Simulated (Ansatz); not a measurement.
**Br2HOSi radical: one species, many methods**

One table from this session's results is given with a row withheld; the runs are named, their logs left out.

The runs use Ansatz 0.2.0, Gaussian basis; functionals in def2-TZVPP, the program's frozen cores in correlated methods.

Plan: LDA (SPW92), PBE-D4, revPBE-D4, BLYP-D4, r2SCAN-D4, B97M-V, PBE0-D4, B3LYP-D4, r2SCANh-D4, r2SCAN0-D4, HSE06-D4, BHLYP-D4, CAM-B3LYP-D4, LC-ωPBE, ωB97X-V, ωB97M-V, B2PLYP, PBE-QIDH; CCSD(T)/def2-SVP; CCSD(T)/def2-TZVPP; MP2/def2-QZVPP; extrapolation to the limit; RPA on PBE.

### The relaxed structure

The geometry comes from an earlier relaxation with PBE0-D4 in a triple-zeta def2 set; it is a stationary point.

SMILES `O[Si](Br)Br`, 5 atoms, charge 0, spin multiplicity 2.

Atoms are counted from 1 here; the program's logs count them from 0.

Bond lengths: O1–Si2 1.634 Å, O1–H5 0.961 Å, Si2–Br3 2.215 Å, Si2–Br4 2.234 Å. Angles: Si2–O1–H5 117.2°, O1–Si2–Br3 106.6°, O1–Si2–Br4 109.6°, Br3–Si2–Br4 111.4°.

Geometry (Å):

```xyz
5

O     0.0238    1.1965    0.2923
Si   -0.4981   -0.3482    0.1816
Br    0.4919   -1.4702    1.8141
Br    0.0382   -1.1799   -1.8217
H    -0.0059    1.7282   -0.5077
```

Set-up of the first run:

in.yaml reads:

```yaml
crystal:
  periodic: [false, false, false]
  atoms:
    - {symbol: O, position_ang: [0.023773, 1.196490, 0.292297]}
    - {symbol: Si, position_ang: [-0.498111, -0.348199, 0.181592]}
    - {symbol: Br, position_ang: [0.491924, -1.470234, 1.814135]}
    - {symbol: Br, position_ang: [0.038178, -1.179947, -1.821715]}
    - {symbol: H, position_ang: [-0.005864, 1.728188, -0.507708]}
basis:
  gaussian: {orbitals: def2-TZVPP}
magnetization: {spin_polarized: true, initial_magnetization: 1}
hamiltonian: {xc: lda}
output: {orbitals: {seedname: orbitals}}
```

Steps of the session up to this table: LDA; PBE-D4 (GGA); revPBE-D4 (GGA); BLYP-D4 (GGA); r2SCAN-D4 (meta-GGA); B97M-V (meta-GGA); PBE0-D4 (hybrid); B3LYP-D4 (hybrid); r2SCANh-D4 (hybrid); r2SCAN0-D4 (hybrid); HSE06-D4 (hybrid); BHLYP-D4 (hybrid); CAM-B3LYP-D4 (range-separated); LC-ωPBE-D4 (range-separated; the results give it without D4); ωB97X-V (range-separated); ωB97M-V (range-separated); B2PLYP (double hybrid); PBE-QIDH (double hybrid).

One table of the session follows, with a row left open; its other results are not shown here.

It belongs to the step «Frontier levels by functional». 

```
  functional  HOMO (eV)  LUMO (eV)  gap (eV)
 LDA (SPW92)      -5.46      -4.41      1.05
      PBE-D4      -5.42      -3.97      1.46
   revPBE-D4      -5.39      -3.82      1.58
     BLYP-D4          ?          ?         ?
   r2SCAN-D4      -5.82      -3.50      2.31
      B97M-V      -5.53      -3.92      1.61
     PBE0-D4      -6.61      -3.11      3.50
    B3LYP-D4      -6.34      -3.50      2.83
  r2SCANh-D4      -6.25      -3.22      3.03
  r2SCAN0-D4      -6.90      -2.80      4.10
    HSE06-D4      -6.22      -3.49      2.73
    BHLYP-D4      -7.63      -2.35      5.28
CAM-B3LYP-D4      -7.82      -2.26      5.56
     LC-ωPBE      -9.19      -0.85      8.35
     ωB97X-V      -8.71      -1.37      7.34
     ωB97M-V      -8.35      -1.53      6.82
```

Estimate the missing values for BLYP-D4.

Worked estimate for «HOMO (eV)». Against the share of exact exchange, B3LYP-D4 (0.2, -6.34), BHLYP-D4 (0.5, -7.63) give a slope of -4.30 per unit share; at 0 the line stands at -5.48.

**Answer.** HOMO (eV): -5.24; LUMO (eV): -4.00; gap (eV): 1.24. In «HOMO (eV)» the line misses by -0.24.
